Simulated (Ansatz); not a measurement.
**GeH₄+ (doublet): B3LYP, r2SCAN0 over a scan of the distance Ge1–H3, 6-31G**

How well do these functionals follow the top wave-function level for GeH₄+ (doublet) over a scan of the distance Ge1–H3?

Program: Ansatz 0.2.0, Gaussian basis. Level of theory: 6-31G, all electrons in the functionals. These are calculated values, not measurements.

The runs, in order: B3LYP, r2SCAN0, at 1.224 Å; 1.399 Å; 1.565 Å; 1.735 Å; 1.864 Å; 2.142 Å; 2.554 Å; 2.905 Å; 3.372 Å; 4.297 Å; 5.255 Å.

18 further runs of the same task are left out: 14 that didn't finish, 4 set aside as unsound or not needed.

### Step 1. What is computed

The geometry derives from a PBE0/def2-TZVP stationary point (not a proven minimum). One bond is set to the value named and the two fragments are kept rigid. No spin-orbit coupling is included. The filled d shell of Ge may be among the frozen orbitals whatever the setting's name suggests; the logs give the count.

5 atoms, charge 1, spin multiplicity 2.

Atoms are counted from 1 here; the program's logs count them from 0.

Bond lengths: Ge1–H2 1.565 Å, Ge1–H3 1.565 Å, Ge1–H4 1.565 Å, Ge1–H5 1.565 Å. Angles: H2–Ge1–H3 97.5°, H2–Ge1–H4 97.5°, H2–Ge1–H5 137.7°, H3–Ge1–H4 137.7°, H3–Ge1–H5 97.5°, H4–Ge1–H5 97.5°.

Coordinates:

```tsv
atom	x (Å)	y (Å)	z (Å)
Ge1	0.0000	0.0000	0.0000
H2	0.5613	1.0339	1.0326
H3	-0.5699	-1.0297	1.0321
H4	-0.5592	1.0308	-1.0368
H5	0.5678	-1.0351	-1.0279
```

No dispersion term is added. B3LYP takes the VWN-RPA correlation.

The geometry shown and the zero of energy belong to the point 1.565 Å. The yardstick, FCI, and other wave-function levels (R restricted, U unrestricted, valence and pair active spaces) come from earlier runs.

### Step 2. B3LYP, 1.224 Å

in.yaml

```yaml
crystal:
  periodic: [false, false, false]
  atoms:
    - {symbol: Ge, position_ang: [-0.001634, -0.002952, 0.002959]}
    - {symbol: H, position_ang: [0.559669, 1.030973, 1.035550]}
    - {symbol: H, position_ang: [-0.447230, -0.808103, 0.810022]}
    - {symbol: H, position_ang: [-0.560858, 1.027865, -1.033859]}
    - {symbol: H, position_ang: [0.566149, -1.038005, -1.024949]}
basis:
  gaussian: {orbitals: 6-31G}
total_charge: 1
magnetization: {spin_polarized: true, initial_magnetization: 1}
hamiltonian: {xc: {name: B3LYP}}
```

Command:

```bash
$ ansatz run in.yaml --threads 1 --pin off --events-out ev --progress --plain --max-ram 2393MiB
```

After this run come: B3LYP, 1.399 Å; B3LYP, 1.565 Å; B3LYP, 1.735 Å; B3LYP, 1.864 Å; B3LYP, 2.142 Å; B3LYP, 2.554 Å; B3LYP, 2.905 Å; B3LYP, 3.372 Å; B3LYP, 4.297 Å; B3LYP, 5.255 Å; r2SCAN0, 1.224 Å; r2SCAN0, 1.399 Å; r2SCAN0, 1.565 Å; r2SCAN0, 1.735 Å; r2SCAN0, 1.864 Å; r2SCAN0, 2.142 Å; r2SCAN0, 2.554 Å; r2SCAN0, 2.905 Å; r2SCAN0, 3.372 Å; r2SCAN0, 4.297 Å; r2SCAN0, 5.255 Å.

Before running them: what should the planned runs give, taken together? Wanted: span of the FCI curve; largest miss, B3LYP; largest miss, r2SCAN0.

**Answer**, as computed:

| quantity | value |
| --- | --- |
| span of the FCI curve | 1.553 eV |
| largest miss, B3LYP | +0.697 eV (5.255 Å) |
| largest miss, r2SCAN0 | +0.752 eV (5.255 Å) |

What this shows: Of the functionals, B3LYP keep the smallest largest miss at the points compared (at most 0.697 eV) and r2SCAN0 strays most (0.752 eV, at 5.255 Å). Functionals and the yardstick converge differently with the basis, so part of each miss in 6-31G is the basis.
